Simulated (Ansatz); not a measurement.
Consider relaxations under a series of pressures of YIn, space group Pm-3m (Ansatz 0.2.0, Python API).

`compress.py`
```python
"""Volume and enthalpy of YIn against pressure."""

import ansatz as az
import numpy as np
import pandas as pd

def edges_and_angles(cell):
    cell = np.asarray(cell)
    a, b, c = np.linalg.norm(cell, axis=1)
    cosines = cell[1] @ cell[2] / (b * c), cell[0] @ cell[2] / (a * c), cell[0] @ cell[1] / (a * b)
    return (a, b, c, *np.degrees(np.arccos(cosines)))

xtal = (
    az.Lattice.of((3.81, 0.0, 0.0), (0.0, 3.81, 0.0), (0.0, 0.0, 3.81))
    .atom("Y", (0.5, 0.5, 0.5))
    .atom("In", (0.0, 0.0, 0.0))
)

base = (
    xtal.calculation()
    .kpoints(6, 6, 6, center="gamma")
    .scf(max_iterations=100)
    .occupations("Methfessel-Paxton")
    .eigensolver("davidson")
    .accuracy("medium")
    .basis(380)
    .mixing("broyden", preconditioner="local_kerker")
    .functional("r2scan", dispersion="d3bjatm")
)

# H = F + PV, with 1 GPa A^3 = 1/160.21766 eV
rows = []
for pressure in [0, 5, 10, 20]:
    result = base.relax(cell=True, pressure=pressure).run(threads=1)
    cell = result.lattice.cell_ang
    n_atoms = len(result.lattice.sites)
    volume = abs(np.linalg.det(cell)) / n_atoms
    enthalpy = result.report["free_energy_ev"] / n_atoms + pressure * volume / 160.21766
    rows.append((pressure, volume, enthalpy, *edges_and_angles(cell)))
    print(f"{pressure} GPa done: {volume:.4f} A^3/atom")

table = pd.DataFrame(rows, columns=["P_GPa", "V_A3_atom", "H_eV_atom", "a", "b", "c", "alpha", "beta", "gamma"])
print(table.round(4).to_string(index=False))
p, v = np.array([row[0] for row in rows], float), np.array([row[1] for row in rows])
print("mean bulk modulus between rows (GPa):", np.round(-np.diff(p) / np.diff(np.log(v)), 1))
```

How far does the cell shrink over this series of pressures, and what bulk modulus does the first step imply?

The volume falls from 26.04 Å³ an atom at 0 GPa to 21.26 at 20 GPa, by 18.4 %. Between 0 and 5 GPa, -V dP/dV is about 76 GPa, a mean over that step.

What the script printed:

```console
$ python compress.py
DeckWarning: basis.ecutwfc = 380 eV is below the records' recommended 500 eV, and the density's cutoff is lower with it unless basis.ecutrho_ratio is high enough to keep the records' density cutoff: compare with a run at a higher cutoff
0 GPa done: 26.0409 A^3/atom
5 GPa done: 24.3776 A^3/atom
10 GPa done: 23.1363 A^3/atom
20 GPa done: 21.2620 A^3/atom
 P_GPa  V_A3_atom  H_eV_atom      a      b      c  alpha  beta  gamma
     0    26.0409 -4736.5307 3.7345 3.7345 3.7345   90.0  90.0   90.0
     5    24.3776 -4735.7452 3.6532 3.6532 3.6532   90.0  90.0   90.0
    10    23.1363 -4735.0046 3.5901 3.5901 3.5901   90.0  90.0   90.0
    20    21.2620 -4733.6224 3.4904 3.4904 3.4904   90.0  90.0   90.0
mean bulk modulus between rows (GPa): [ 75.8  95.7 118.4]
```
(Warnings from the package without file and line.)

Caveats:
- The settings weren't tested for convergence.
- The cutoff lies under the one recommended for these potentials.
- Under the recommended cutoff a pressure can be off by several GPa, even in sign.
- At a fixed pressure a relaxation lowers the enthalpy F + PV, while F alone can rise.
- Dispersion corrections can be off by several per cent in the lattices of metals, and by several GPa in the pressure at a fixed cell.
- For a metal this k-point mesh is coarse: on a finer one energies can move by several to tens of meV an atom and pressures by half a GPa or more, differences at one mesh by less.
- The structure is a deposited one; some such entries were measured under pressure or heat, so a shift against it needn't be the functional's error alone.
- Symmetry holds the cell in this phase, whether or not it is the stable one at each pressure.
- The whole script took 36 s on 1 thread of Intel(R) Xeon(R) Platinum 8488C (Sapphire Rapids) (shared host), peak memory 0.53 GiB.

(Lines on the test bed's own set-up are left out of the output.)
